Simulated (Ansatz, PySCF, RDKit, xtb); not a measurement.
# C3H7NO2Si: ranking a sample of isomers, part 2 of 3

A sample of isomers of C3H7NO2Si is drawn. Aim: find which of them has the lowest free energy at 298.15 K, then its properties. The sample is small against all isomers, and the most stable one of this formula need not be in it.

xtb, Ansatz and PySCF; isolated molecules.

**6. The relaxed candidates**

```
label     spin  r2SCAN-D4/def2-SVP (kcal/mol)  PBE-D3(BJ)/def2-SVP, relaxed (kcal/mol)  time
c597b  singlet                            0.0                                      0.0  21 s
c205a  singlet                           10.5                                      8.3  16 s
c748a  singlet                           22.6                                     20.5  11 s
```

c597b: Bond lengths: C1–C2 1.346 Å, C2–C3 1.534 Å, C3–O5 1.424 Å, C2–O6 1.370 Å, N4–Si7 1.704 Å, O5–Si7 1.686 Å, O6–Si7 1.717 Å, C1–H8 1.099 Å, C1–H9 1.098 Å, C3–H10 1.115 Å, C3–H11 1.111 Å, Si7–H12 1.492 Å, N4–H13 1.021 Å, N4–H14 1.020 Å. Some angles: C1–C2–C3 125.7°, C1–C2–O6 123.1°, C3–C2–O6 111.2°, C2–C3–O5 109.1°, C3–O5–Si7 111.4°, C2–O6–Si7 111.9°, N4–Si7–O5 112.3°, N4–Si7–O6 116.8°, O5–Si7–O6 95.0°, C2–C1–H8 120.0°.

c205a: Bond lengths: C2–C3 1.353 Å, C1–N4 1.454 Å, C2–O5 1.384 Å, C3–O6 1.384 Å, N4–Si7 1.710 Å, O5–Si7 1.718 Å, O6–Si7 1.718 Å, C1–H8 1.109 Å, C1–H9 1.113 Å, C1–H10 1.113 Å, N4–H11 1.023 Å, Si7–H12 1.494 Å, C2–H13 1.098 Å, C3–H14 1.097 Å. Some angles: C2–C3–O6 114.8°, C3–C2–O5 114.8°, C1–N4–Si7 127.1°, C2–O5–Si7 108.1°, C3–O6–Si7 108.1°, N4–Si7–O5 114.8°, N4–Si7–O6 114.8°, O5–Si7–O6 94.2°, C2–C3–H14 128.3°, O6–C3–H14 116.9°.

c748a: Bond lengths: C1–C2 1.528 Å, C2–C3 1.484 Å, C3–N4 1.171 Å, C2–O5 1.420 Å, O5–Si7 1.696 Å, O6–Si7 1.670 Å, C1–H8 1.107 Å, C1–H9 1.107 Å, C1–H10 1.107 Å, C2–H11 1.118 Å, Si7–H12 1.498 Å, Si7–H13 1.497 Å, O6–H14 0.975 Å. Some angles: C1–C2–C3 111.3°, C1–C2–O5 109.3°, C3–C2–O5 109.4°, C2–C3–N4 177.1°, C2–O5–Si7 122.3°, O5–Si7–O6 111.5°, C1–C2–H11 109.2°, C3–C2–H11 106.5°, O5–C2–H11 111.2°, C2–C1–H8 111.0°.

**7. Harmonic analysis of the finalists**

The lowest few in one piece go on as finalists. In this search the thermal terms come from GFN2-xTB at its own nearest minimum. The first, c597b:

start.xyz reads:

```xyz
14
c597b
C      1.072251    -1.074340    -1.116616
C     -0.168349    -0.576966    -0.957727
C     -0.515083     0.890126    -0.672999
N     -3.631513    -0.999753     0.662229
O     -1.892149     0.982889    -0.321197
O     -1.299009    -1.344666    -1.048284
Si    -2.712650    -0.449844    -0.663333
H      1.945053    -0.413078    -1.026546
H      1.227715    -2.137152    -1.346064
H     -0.310832     1.515379    -1.573507
H      0.109591     1.289444     0.154778
H     -3.626613    -0.429337    -1.842368
H     -3.260149    -1.093907     1.608516
H     -4.538163    -1.450639     0.539518
```

Run with:

```
$ xtb start.xyz --gfn 2 --ohess tight
```

The log of the run, shortened:

```text
[...]
         ::                     SUMMARY                     ::
         :::::::::::::::::::::::::::::::::::::::::::::::::::::
         :: total energy             -22.865354345873 Eh    ::
         :: gradient norm              0.000367952016 Eh/a0 ::
         :: HOMO-LUMO gap              5.087153386462 eV    ::
         ::.................................................::
         :: SCC energy               -23.112472858300 Eh    ::
         :: -> isotropic ES            0.069692580175 Eh    ::
         :: -> anisotropic ES          0.003776129680 Eh    ::
         :: -> anisotropic XC          0.000763845379 Eh    ::
         :: -> dispersion             -0.009419324071 Eh    ::
         :: repulsion energy           0.247118512427 Eh    ::
         :: add. restraining           0.000000000000 Eh    ::
         :: total charge               0.000000000000 e     ::
         :::::::::::::::::::::::::::::::::::::::::::::::::::::
[...]
          | TOTAL ENERGY              -22.865354345872 Eh   |
          | TOTAL ENTHALPY            -22.754522291651 Eh   |
          | TOTAL FREE ENERGY         -22.796319097607 Eh   |
          | GRADIENT NORM               0.000367917280 Eh/α |
[...]
```

Run time: 0.19 s. Hardware: 4 threads of Arm Neoverse V2, shared host.

**8. Thermal terms of the finalists**

As xtb prints them, at 298.15 K, with its own treatment of low modes:

```csv
label,SMILES,spin,lowest mode (cm⁻¹),zero-point (kcal/mol),G − E (kcal/mol)
c597b,C=C1CO[Si@H](N)O1,singlet,86,63.8,43.3
c205a,CN[SiH]1OC=CO1,singlet,35i,64.0,43.8
c748a,C[C@H](C#N)O[SiH2]O,singlet,39,61.2,39.6
```

c205a keeps an imaginary mode, a small one that points to a nearly free motion; the harmonic terms are rough for it.

**9. Last filter: a higher level**

Single points at CCSD(T)/def2-SVP + MP2/def2-TZVPP - MP2/def2-SVP on the refined geometries decide the order.

c597b, CCSD(T)/def2-SVP:

input.yaml reads:

```yaml
crystal:
  periodic: [false, false, false]
  atoms:
    - {symbol: C, position_ang: [1.072251, -1.074340, -1.116616]}
    - {symbol: C, position_ang: [-0.168349, -0.576966, -0.957727]}
    - {symbol: C, position_ang: [-0.515083, 0.890126, -0.672999]}
    - {symbol: N, position_ang: [-3.631513, -0.999753, 0.662229]}
    - {symbol: O, position_ang: [-1.892149, 0.982889, -0.321197]}
    - {symbol: O, position_ang: [-1.299009, -1.344666, -1.048284]}
    - {symbol: Si, position_ang: [-2.712650, -0.449844, -0.663333]}
    - {symbol: H, position_ang: [1.945053, -0.413078, -1.026546]}
    - {symbol: H, position_ang: [1.227715, -2.137152, -1.346064]}
    - {symbol: H, position_ang: [-0.310832, 1.515379, -1.573507]}
    - {symbol: H, position_ang: [0.109591, 1.289444, 0.154778]}
    - {symbol: H, position_ang: [-3.626613, -0.429337, -1.842368]}
    - {symbol: H, position_ang: [-3.260149, -1.093907, 1.608516]}
    - {symbol: H, position_ang: [-4.538163, -1.450639, 0.539518]}
basis:
  gaussian:
    orbitals: def2-SVP
correlation:
  method: ccsd_t
  frozen_orbitals: {O: 1, C: 1, Si: 5, H: 0, "N": 1}
```

Run with:

```
$ ansatz run input.yaml --threads 4 --pin off --max-ram 7830MiB --events-out events.jsonl --progress --plain --runs-dir runs
```

The log of the run, shortened:

```text
Warning: RAYON_NUM_THREADS=4 ignored (pool sized by the plan → 4); use --threads N
Functional definition: HF
  name "HF"
[...]
1369 factors; integrals over basis functions are off by at most 1.5e-3 eV
[...]
mean field -16613.48528756 eV, -610.5343232932 hartree, gradient 2.6e-6 eV, S^2 0.000000; 0 other end points of the search recorded, 0 dependent functions left out
11 core orbitals not correlated: weight in the atoms' cores, before any rotation towards them, 1.000 or more for the frozen orbitals, at most 0.000 for the correlated occupied ones
reference -16613.48528756 eV, -610.5343232932 hartree; 20, 20 occupied and 106, 106 virtual orbitals, 1369 factors
second order -27.75483041 eV of doubles, -0.00000000 eV of singles
cycle   1  -28.28328693 eV  change   -5.3e-1 eV  update   1.2e-1
[...]
cycle   9  -29.19289795 eV  change   -5.5e-6 eV  update   2.4e-5
perturbative correction -0.90116466 eV, -0.0331171904 hartree
Total energy: -16643.57935018 eV, -611.6402596958 hartree
```

Run time: 17 s. Hardware: 4 threads of Arm Neoverse V2, shared host; peak memory 1.1 GiB.

**10. c597b at MP2/def2-TZVPP**

input.yaml, as its differences from that of step 9:

```diff
@@ -18,6 +18,3 @@
 basis:
-  gaussian:
-    orbitals: def2-SVP
-correlation:
-  method: ccsd_t
-  frozen_orbitals: {O: 1, C: 1, Si: 5, H: 0, "N": 1}
+  gaussian: {orbitals: def2-TZVPP}
+correlation: {method: mp2, frozen_orbitals: {O: 1, C: 1, Si: 5, H: 0, "N": 1}}
```

Run with:

```
$ ansatz run input.yaml --threads 4 --pin off --max-ram 7830MiB --events-out events.jsonl --progress --plain --runs-dir runs
```

The log of the run, shortened:

```text
Warning: RAYON_NUM_THREADS=4 ignored (pool sized by the plan → 4); use --threads N
[... 2 set-up lines as earlier in the session ...]
[...]
1963 factors; integrals over basis functions are off by at most 1.2e-3 eV
[...]
mean field -16627.00714703 eV, -611.0312424631 hartree, gradient 1.8e-6 eV, S^2 0.000000; 0 other end points of the search recorded, 0 dependent functions left out
11 core orbitals not correlated: weight in the atoms' cores, before any rotation towards them, 1.000 or more for the frozen orbitals, at most 0.000 for the correlated occupied ones
reference -16627.00714703 eV, -611.0312424631 hartree; 20, 20 occupied and 295, 295 virtual orbitals, 1963 factors
second order -34.75794549 eV of doubles, -0.00000000 eV of singles
Total energy: -16661.76509252 eV, -612.3085734002 hartree
```

Run time: 5.7 s. Hardware: 4 threads of Arm Neoverse V2, shared host; peak memory 1.1 GiB.

**11. c205a at CCSD(T)/def2-SVP**

input.yaml reads:

```yaml
crystal:
  periodic: [false, false, false]
  atoms:
    - {symbol: C, position_ang: [0.457575, -2.235688, -0.537294]}
    - {symbol: C, position_ang: [-3.699384, 0.787566, -0.215361]}
    - {symbol: C, position_ang: [-3.882914, 0.371409, -1.489805]}
    - {symbol: "N", position_ang: [-0.921008, -1.776671, -0.498478]}
    - {symbol: O, position_ang: [-2.436655, 0.549524, 0.297831]}
    - {symbol: O, position_ang: [-2.777321, -0.223686, -2.071820]}
    - {symbol: Si, position_ang: [-1.504011, -0.225318, -0.919220]}
    - {symbol: H, position_ang: [1.113471, -1.418061, -0.898886]}
    - {symbol: H, position_ang: [0.834676, -2.536834, 0.465367]}
    - {symbol: H, position_ang: [0.599854, -3.097024, -1.227322]}
    - {symbol: H, position_ang: [-1.593401, -2.477389, -0.176042]}
    - {symbol: H, position_ang: [-0.316694, 0.572394, -1.349086]}
    - {symbol: H, position_ang: [-4.423312, 1.273153, 0.451505]}
    - {symbol: H, position_ang: [-4.790735, 0.439203, -2.102760]}
basis:
  gaussian:
    orbitals: def2-SVP
correlation:
  method: ccsd_t
  frozen_orbitals: {O: 1, C: 1, Si: 5, H: 0, "N": 1}
```

Run with:

```
$ ansatz run input.yaml --threads 4 --pin off --max-ram 7830MiB --events-out events.jsonl --progress --plain --runs-dir runs
```

The log of the run, shortened:

```text
Warning: RAYON_NUM_THREADS=4 ignored (pool sized by the plan → 4); use --threads N
[... 2 set-up lines as earlier in the session ...]
[...]
1368 factors; integrals over basis functions are off by at most 1.2e-3 eV
[...]
mean field -16612.94134858 eV, -610.5143339043 hartree, gradient 2.9e-6 eV, S^2 0.000000; 0 other end points of the search recorded, 0 dependent functions left out; unrestricted orbitals would lower it
11 core orbitals not correlated: weight in the atoms' cores, before any rotation towards them, 1.000 or more for the frozen orbitals, at most 0.000 for the correlated occupied ones
reference -16612.94134858 eV, -610.5143339043 hartree; 20, 20 occupied and 106, 106 virtual orbitals, 1368 factors
second order -27.86789971 eV of doubles, -0.00000000 eV of singles
cycle   1  -28.35389491 eV  change   -4.9e-1 eV  update   1.3e-1
[...]
cycle   9  -29.30472602 eV  change   -9.3e-6 eV  update   3.0e-5
perturbative correction -0.92233614 eV, -0.0338952278 hartree
Total energy: -16643.16841074 eV, -611.6251579498 hartree
```

It took 17 s on 4 threads of Arm Neoverse V2, shared host; peak memory 1.1 GiB.

For c205a the log finds that unrestricted Hartree-Fock orbitals lie lower, a sign to watch the closed-shell reference there.

**12. The ranking**

Energies in kcal/mol from c597b; G adds the thermal terms to the CCSD(T)/def2-SVP + MP2/def2-TZVPP - MP2/def2-SVP energy. The columns left of the relaxed level are at the tight-binding geometries.

```
label               SMILES     spin  GFN2-xTB  HF/STO-3G  r2SCAN-D4/def2-SVP  PBE-D3(BJ)/def2-SVP  HF/def2-SVP  MP2/def2-SVP  CCSD(T)/def2-SVP + MP2/def2-TZVPP - MP2/def2-SVP     G  share at equilibrium     T1
c597b    C=C1CO[Si@H](N)O1  singlet       0.0        0.0                 0.0                  0.0          0.0           0.0                                               0.0   0.0               100.0 %  0.013
c748a  C[C@H](C#N)O[SiH2]O  singlet      17.9       26.3                22.6                 20.5         13.4           7.0                                              15.1  11.4               < 0.1 %  0.013
c205a       CN[SiH]1OC=CO1  singlet       2.1        1.7                10.5                  8.3         12.5           9.9                                              12.5  12.9               < 0.1 %  0.014
```

Lowest found: c597b, `C=C1CO[Si@H](N)O1`, a singlet. Bond lengths: C1–C2 1.346 Å, C2–C3 1.534 Å, C3–O5 1.424 Å, C2–O6 1.370 Å, N4–Si7 1.704 Å, O5–Si7 1.686 Å, O6–Si7 1.717 Å, C1–H8 1.099 Å, C1–H9 1.098 Å, C3–H10 1.115 Å, C3–H11 1.111 Å, Si7–H12 1.492 Å, N4–H13 1.021 Å, N4–H14 1.020 Å. Some angles: C1–C2–C3 125.7°, C1–C2–O6 123.1°, C3–C2–O6 111.2°, C2–C3–O5 109.1°, C3–O5–Si7 111.4°, C2–O6–Si7 111.9°, N4–Si7–O5 112.3°, N4–Si7–O6 116.8°, O5–Si7–O6 95.0°, C2–C1–H8 120.0°.

```xyz
14

C     1.0723   -1.0743   -1.1166
C    -0.1683   -0.5770   -0.9577
C    -0.5151    0.8901   -0.6730
N    -3.6315   -0.9998    0.6622
O    -1.8921    0.9829   -0.3212
O    -1.2990   -1.3447   -1.0483
Si   -2.7127   -0.4498   -0.6633
H     1.9451   -0.4131   -1.0265
H     1.2277   -2.1372   -1.3461
H    -0.3108    1.5154   -1.5735
H     0.1096    1.2894    0.1548
H    -3.6266   -0.4293   -1.8424
H    -3.2601   -1.0939    1.6085
H    -4.5382   -1.4506    0.5395
```

**13. Density, orbitals and dipole (PBE0/def2-SVPD)**

input.yaml reads:

```yaml
crystal:
  periodic: [false, false, false]
  atoms:
    - symbol: C
      position_ang: [1.072251, -1.074340, -1.116616]
    - symbol: C
      position_ang: [-0.168349, -0.576966, -0.957727]
    - symbol: C
      position_ang: [-0.515083, 0.890126, -0.672999]
    - symbol: "N"
      position_ang: [-3.631513, -0.999753, 0.662229]
    - symbol: O
      position_ang: [-1.892149, 0.982889, -0.321197]
    - symbol: O
      position_ang: [-1.299009, -1.344666, -1.048284]
    - symbol: Si
      position_ang: [-2.712650, -0.449844, -0.663333]
    - symbol: H
      position_ang: [1.945053, -0.413078, -1.026546]
    - symbol: H
      position_ang: [1.227715, -2.137152, -1.346064]
    - symbol: H
      position_ang: [-0.310832, 1.515379, -1.573507]
    - symbol: H
      position_ang: [0.109591, 1.289444, 0.154778]
    - symbol: H
      position_ang: [-3.626613, -0.429337, -1.842368]
    - symbol: H
      position_ang: [-3.260149, -1.093907, 1.608516]
    - symbol: H
      position_ang: [-4.538163, -1.450639, 0.539518]
basis:
  gaussian: {orbitals: def2-SVPD}
hamiltonian: {xc: {name: PBE0}}
output: {forces: true, orbitals: {seedname: orbitals}}
```

Run with:

```
$ ansatz run input.yaml --threads 4 --pin off --max-ram 7830MiB --events-out events.jsonl --progress --plain --runs-dir runs
```

The log of the run, shortened:

```text
Warning: RAYON_NUM_THREADS=4 ignored (pool sized by the plan → 4); use --threads N
Functional definition: PBE0
  name "PBE0"
[...]
1745 factors; their error is unknown
[...]
mean field -16667.44431328 eV, -612.5172809136 hartree, gradient 3.5e-5 eV, S^2 0.000000; 0 other end points of the search recorded, 0 dependent functions left out
[...]
reference -16667.44435204 eV, -612.5172823380 hartree; 31, 31 occupied and 175, 175 virtual orbitals, 1745 factors
[...]
Atom 9 at    -0.310832     1.515379    -1.573507 Å, force    -0.121360    -0.223882     0.288861 eV/Å
Atom 10 at     0.109591     1.289444     0.154778 Å, force    -0.248855    -0.153815    -0.232278 eV/Å
Atom 11 at    -3.626613    -0.429337    -1.842368 Å, force     0.155422     0.033747     0.158210 eV/Å
Atom 12 at    -3.260149    -1.093907     1.608516 Å, force    -0.197636     0.043443    -0.429468 eV/Å
Atom 13 at    -4.538163    -1.450639     0.539518 Å, force     0.422451     0.213611     0.066662 eV/Å
Dipole moment:    -0.222477    -0.039911     0.199553 e Å
```

Run time: 4.2 s. Hardware: 4 threads of Arm Neoverse V2, shared host; peak memory 0.66 GiB.

**14. Electronic excitations (TD-PBE0/def2-SVPD)**

An in-house driver calls PySCF's response routines at TD-PBE0/def2-SVPD; it has no typed input.

The log of the run:

```text
coarse grid: 12456 points
cycle   1  E = -612.2809484836  dE =  8.952e-01  |g| = 8.680e-01  |ddm| = 6.021e+00
cycle   2  E = -612.0950204790  dE =  1.859e-01  |g| = 1.313e+00  |ddm| = 2.946e+00
cycle   3  E = -612.4270774139  dE = -3.321e-01  |g| = 1.036e-01  |ddm| = 1.741e+00
cycle   4  E = -612.4289438548  dE = -1.866e-03  |g| = 4.637e-02  |ddm| = 2.021e-01
cycle   5  E = -612.4294112004  dE = -4.673e-04  |g| = 1.376e-02  |ddm| = 6.981e-02
cycle   6  E = -612.4294534860  dE = -4.229e-05  |g| = 4.369e-03  |ddm| = 2.239e-02
cycle   7  E = -612.4294577539  dE = -4.268e-06  |g| = 1.298e-03  |ddm| = 8.206e-03
final grid: 116568 points
cycle   8  E = -612.5173356194  dE = -1.446e-05  |g| = 1.226e-02  |ddm| = 1.134e-01
cycle   9  E = -612.5172915209  dE =  4.410e-05  |g| = 1.949e-02  |ddm| = 3.744e-02
cycle  10  E = -612.5173651922  dE = -7.367e-05  |g| = 9.493e-04  |ddm| = 2.324e-02
cycle  11  E = -612.5173654053  dE = -2.131e-07  |g| = 2.187e-04  |ddm| = 1.602e-03
cycle  12  E = -612.5173654125  dE = -7.198e-09  |g| = 1.273e-04  |ddm| = 4.352e-04
cycle  13  E = -612.5173654164  dE = -3.914e-09  |g| = 3.163e-05  |ddm| = 1.908e-04
cycle  14  E = -612.5173654166  dE = -2.219e-10  |g| = 1.083e-05  |ddm| = 6.268e-05
converged SCF energy = -612.5173654166

Static polarisability (au): isotropic 75.051, principal 60.845 67.767 96.540

Singlet excitations
state   eV       nm        f      main configurations
  1   5.9685    207.7   0.00468   H->L 0.68, H->L+2 0.18, H->L+1 0.11
  2   6.2909    197.1   0.07858   H->L+2 0.53, H->L 0.29, H->L+1 0.14
  3   6.4388    192.6   0.01210   H->L+3 0.88, H->L+1 0.09
  4   6.5708    188.7   0.24003   H->L+1 0.60, H->L+2 0.26
  5   7.0202    176.6   0.00894   H->L+5 0.93
  6   7.1995    172.2   0.02195   H->L+4 0.93
  7   7.2566    170.9   0.04029   H-1->L 0.87
  8   7.3758    168.1   0.01481   H->L+6 0.95

Triplet excitations (Tamm-Dancoff, eV): 4.0137 5.8586 6.2273
```

Run time: 9.6 s. Hardware: 4 threads of Arm Neoverse V2, shared host; peak memory 0.95 GiB.

The roots found:

```
excited state  energy (eV)  strength
            1        5.968    0.0047
            2        6.291    0.0786
            3        6.439    0.0121
            4        6.571    0.2400
            5        7.020    0.0089
            6        7.199    0.0220
            7        7.257    0.0403
            8        7.376    0.0148
```

**15. NMR shieldings (GIAO PBE0/pcSseg-1)**

An in-house driver calls PySCF's response routines at GIAO PBE0/pcSseg-1; it has no typed input.

The log of the run:

```text
coarse grid: 12456 points
cycle   1  E = -612.5603985591  dE =  9.565e-01  |g| = 9.180e-01  |ddm| = 3.464e+00
cycle   2  E = -612.3829616977  dE =  1.774e-01  |g| = 1.351e+00  |ddm| = 1.747e+00
cycle   3  E = -612.7142584867  dE = -3.313e-01  |g| = 1.053e-01  |ddm| = 1.155e+00
cycle   4  E = -612.7161926081  dE = -1.934e-03  |g| = 4.355e-02  |ddm| = 1.008e-01
cycle   5  E = -612.7165820668  dE = -3.895e-04  |g| = 1.262e-02  |ddm| = 3.872e-02
cycle   6  E = -612.7166139904  dE = -3.192e-05  |g| = 4.460e-03  |ddm| = 1.225e-02
cycle   7  E = -612.7166182870  dE = -4.297e-06  |g| = 1.175e-03  |ddm| = 4.183e-03
final grid: 116568 points
cycle   8  E = -612.7753203928  dE = -1.066e-05  |g| = 1.318e-02  |ddm| = 2.172e-02
cycle   9  E = -612.7752747090  dE =  4.568e-05  |g| = 2.065e-02  |ddm| = 2.144e-02
cycle  10  E = -612.7753520126  dE = -7.730e-05  |g| = 1.014e-03  |ddm| = 1.392e-02
cycle  11  E = -612.7753522321  dE = -2.195e-07  |g| = 2.681e-04  |ddm| = 1.070e-03
cycle  12  E = -612.7753522432  dE = -1.111e-08  |g| = 1.410e-04  |ddm| = 2.861e-04
cycle  13  E = -612.7753522478  dE = -4.557e-09  |g| = 3.164e-05  |ddm| = 1.245e-04
cycle  14  E = -612.7753522480  dE = -2.087e-10  |g| = 9.966e-06  |ddm| = 3.324e-05
converged SCF energy = -612.7753522480

GIAO shielding tensors (ppm)
atom      isotropic    diamagn.    paramagn.     s11        s22        s33       span
  0 C       96.082     255.956    -159.874     -0.692    126.929    162.009    162.701
  1 C       16.308     258.778    -242.470    -93.418     50.236     92.107    185.524
  2 C      113.781     248.685    -134.903     86.078     99.264    156.003     69.925
  3 N      225.146     318.926     -93.779    200.690    204.905    269.844     69.154
  4 O      280.124     394.678    -114.554    237.313    255.700    347.358    110.045
  5 O      165.204     397.985    -232.781     99.470    143.806    252.335    152.864
  6 Si     369.249     880.416    -511.167    333.416    371.580    402.752     69.336
  7 H       26.980      31.895      -4.915     24.986     25.149     30.804      5.818
  8 H       26.296      29.783      -3.487     23.430     24.162     31.297      7.867
  9 H       26.559      29.268      -2.709     21.957     25.768     31.951      9.994
 10 H       26.560      31.780      -5.220     22.464     25.962     31.255      8.791
 11 H       26.478      27.116      -0.639     22.844     23.995     32.594      9.750
 12 H       29.791      32.479      -2.688     22.878     25.796     40.699     17.821
 13 H       29.496      25.982       3.513     23.608     24.895     39.983     16.375
```

Run time: 5.4 s. Hardware: 4 threads of Arm Neoverse V2, shared host; peak memory 1.1 GiB.

Isotropic shieldings (absolute, not shifts):

| atoms | shielding (ppm) |
| --- | --- |
| C1 | 96.1 |
| C2 | 16.3 |
| C3 | 113.8 |
| N4 | 225.1 |
| O5 | 280.1 |
| O6 | 165.2 |
| Si7 | 369.2 |
| H8 | 26.98 |
| H9 | 26.30 |
| H10 | 26.56 |
| H11 | 26.56 |
| H12 | 26.48 |
| H13 | 29.79 |
| H14 | 29.50 |

(Part 2 of 3 ends here.)
